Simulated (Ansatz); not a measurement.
# C₂H₈InNO: vertical ionisation energy

The task here is to estimate one member of a computed series from the others.

The runs use Ansatz 0.2.0, Gaussian basis; unrestricted cation, the program's frozen cores in correlated methods.

Levels to be run: UKS PBE-D4/def2-TZVPP; UKS r2SCAN-D4/def2-TZVPP; UKS PBE0-D4/def2-TZVPP; UKS B3LYP-D4/def2-TZVPP; UKS wB97X-V/def2-TZVPP; UKS wB97M-V/def2-TZVPP; UKS B2PLYP/def2-TZVPP; UHF-CCSD(T)/def2-TZVPP; UHF-MP2/def2-QZVPP; extrapolation to the limit; then −ε(HOMO) from the neutral's earlier runs with LDA (SPW92), PBE-D4, revPBE-D4, BLYP-D4, r2SCAN-D4, B97M-V, PBE0-D4, B3LYP-D4, r2SCANh-D4, r2SCAN0-D4, HSE06-D4, BHLYP-D4, CAM-B3LYP-D4, LC-ωPBE, ωB97X-V, ωB97M-V.

### Structure used throughout

The geometry comes from an earlier relaxation with PBE0-D4 in a triple-zeta def2 set; it is a stationary point, not always the lowest conformer. In takes the def2 core potential; no spin-orbit term is included.

SMILES `C[N](C)[InH][OH]`, 13 atoms, charge 0, spin multiplicity 1.

Atoms are counted from 1 here; the program's logs count them from 0.

Bond lengths: C1–N2 1.440 Å, C1–H6 1.101 Å, C1–H7 1.101 Å, C1–H8 1.092 Å, N2–C3 1.437 Å, N2–In4 1.999 Å, C3–H9 1.102 Å, C3–H10 1.102 Å, C3–H11 1.093 Å, In4–O5 1.992 Å, In4–H12 1.698 Å, O5–H13 0.959 Å. Angles: N2–C1–H6 111.5°, N2–C1–H7 111.5°, N2–C1–H8 110.8°, H6–C1–H7 107.0°, H6–C1–H8 107.9°, H7–C1–H8 107.9°, C1–N2–C3 113.4°, C1–N2–In4 121.7°, C3–N2–In4 124.9°, N2–C3–H9 111.8°, N2–C3–H10 111.8°, N2–C3–H11 111.3°, H9–C3–H10 106.8°, H9–C3–H11 107.4°, H10–C3–H11 107.4°, N2–In4–O5 106.0°, N2–In4–H12 129.1°, O5–In4–H12 125.0° and more.

Geometry (Å):

```xyz
13
charge 0, multiplicity 1
C    -0.3140    0.2835    1.3701
N     0.1968   -0.2491    0.1336
C     1.0936   -1.3562    0.3178
In   -0.3263    0.5188   -1.6364
O    -1.5793    2.0145   -1.2365
H    -0.8691   -0.4785    1.9393
H     0.4983    0.6426    2.0213
H    -0.9891    1.1206    1.1828
H     0.6056   -2.1954    0.8385
H     1.9718   -1.0751    0.9204
H     1.4609   -1.7341   -0.6399
H     0.1557    0.0430   -3.1934
H    -1.9050    2.4652   -2.0176
```

The first run:

Input file in.yaml:

```yaml
crystal:
  periodic: [false, false, false]
  atoms:
    - {symbol: C, position_ang: [-0.313999, 0.283520, 1.370144]}
    - {symbol: N, position_ang: [0.196765, -0.249108, 0.133643]}
    - {symbol: C, position_ang: [1.093629, -1.356228, 0.317789]}
    - {symbol: In, position_ang: [-0.326269, 0.518776, -1.636412]}
    - {symbol: O, position_ang: [-1.579291, 2.014540, -1.236486]}
    - {symbol: H, position_ang: [-0.869120, -0.478453, 1.939338]}
    - {symbol: H, position_ang: [0.498252, 0.642648, 2.021270]}
    - {symbol: H, position_ang: [-0.989086, 1.120609, 1.182753]}
    - {symbol: H, position_ang: [0.605591, -2.195362, 0.838474]}
    - {symbol: H, position_ang: [1.971832, -1.075055, 0.920394]}
    - {symbol: H, position_ang: [1.460911, -1.734095, -0.639948]}
    - {symbol: H, position_ang: [0.155749, 0.043042, -3.193362]}
    - {symbol: H, position_ang: [-1.904974, 2.465157, -2.017597]}
basis:
  gaussian: {orbitals: def2-TZVPP}
total_charge: 1
magnetization: {spin_polarized: true, initial_magnetization: 1}
hamiltonian: {xc: pbe, dispersion: d4}
```

Started as:

```
ansatz run in.yaml --threads 2 --pin off --events-out ev --progress --plain --max-ram 31744MiB --backend cuda --devices 0, --max-vram 18GiB
```

Among the steps run: Cation, UKS PBE-D4/def2-TZVPP; Cation, UKS r2SCAN-D4/def2-TZVPP; Cation, UKS PBE0-D4/def2-TZVPP; Cation, UKS B3LYP-D4/def2-TZVPP; Cation, UKS wB97X-V/def2-TZVPP; Cation, UKS wB97M-V/def2-TZVPP; Cation, UKS B2PLYP (frozen core)/def2-TZVPP; Cation, UHF-CCSD(T)/def2-TZVPP; Cation, UHF-MP2/def2-QZVPP.

One of the session's tables, all rows but one given; the rest of the session is left out.

It belongs to the step «Ionisation energies side by side». For comparison, −ε(HOMO) of the neutral from earlier runs:

```
  functional  −ε(HOMO) (eV)
 LDA (SPW92)           4.92
      PBE-D4           4.77
   revPBE-D4           4.70
     BLYP-D4           4.68
   r2SCAN-D4           4.96
      B97M-V           5.09
     PBE0-D4           5.96
    B3LYP-D4           5.79
  r2SCANh-D4           5.41
  r2SCAN0-D4           6.11
    HSE06-D4           5.56
    BHLYP-D4           7.13
CAM-B3LYP-D4              ?
     LC-ωPBE           8.60
     ωB97X-V           8.29
     ωB97M-V           8.23
```

**Question.** Estimate the row for CAM-B3LYP-D4.

The run gave: −ε(HOMO) (eV): 7.32. In the column «−ε(HOMO) (eV)» it lies between BHLYP-D4 (7.13) and ωB97M-V (8.23).
